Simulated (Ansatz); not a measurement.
# CH3AlN2: the cost of one run

Method: UKS PBE/6-31G, in Ansatz 0.2.0.

### Step 1. The starting structure

Bond lengths: N1–C2 1.146 Å, C2–N3 1.329 Å, N3–Al4 1.813 Å, N3–H5 1.022 Å, Al4–H6 1.536 Å, Al4–H7 1.533 Å. Angles: N1–C2–N3 179.3°, C2–N3–Al4 129.7°, C2–N3–H5 110.7°, Al4–N3–H5 119.6°, N3–Al4–H6 123.9°, N3–Al4–H7 115.3°, H6–Al4–H7 120.8°.

Structure file:

```xyz
7

N    -0.8026   -2.0732    1.5288
C    -0.2182   -1.3131    0.9016
N     0.4461   -0.4231    0.1723
Al   -0.1542    1.0717   -0.6600
H     1.4348   -0.6733    0.1095
H    -1.6136    1.5498   -0.6173
H     0.9077    1.8612   -1.4348
```

### Step 2. End point A

input.yaml

```yaml
crystal:
  periodic: [false, false, false]
  atoms:
    - { symbol: "N", position_ang: [-0.80265, -2.07323, 1.52876] }
    - { symbol: C, position_ang: [-0.21818, -1.31307, 0.90156] }
    - { symbol: "N", position_ang: [0.44615, -0.42307, 0.17228] }
    - { symbol: Al, position_ang: [-0.15419, 1.07172, -0.65999] }
    - { symbol: H, position_ang: [1.4348, -0.67331, 0.10949] }
    - { symbol: H, position_ang: [-1.6136, 1.54976, -0.61733] }
    - { symbol: H, position_ang: [0.90767, 1.86119, -1.43477] }
magnetization:
  spin_polarized: true
basis:
  gaussian: { orbitals: "6-31G" }
hamiltonian:
  xc: pbe
relax:
  f_tol: 0.02
  max_steps: 50
```

Command:

```bash
$ ansatz run input.yaml --threads 1 --pin off --max-ram 2048MiB --backend cpu --events-out ev --progress --plain --runs-dir out
```

What time and memory should one allow on 1 thread of Arm Neoverse V1, shared host?

About 23 s, with a peak of 0.14 GiB.
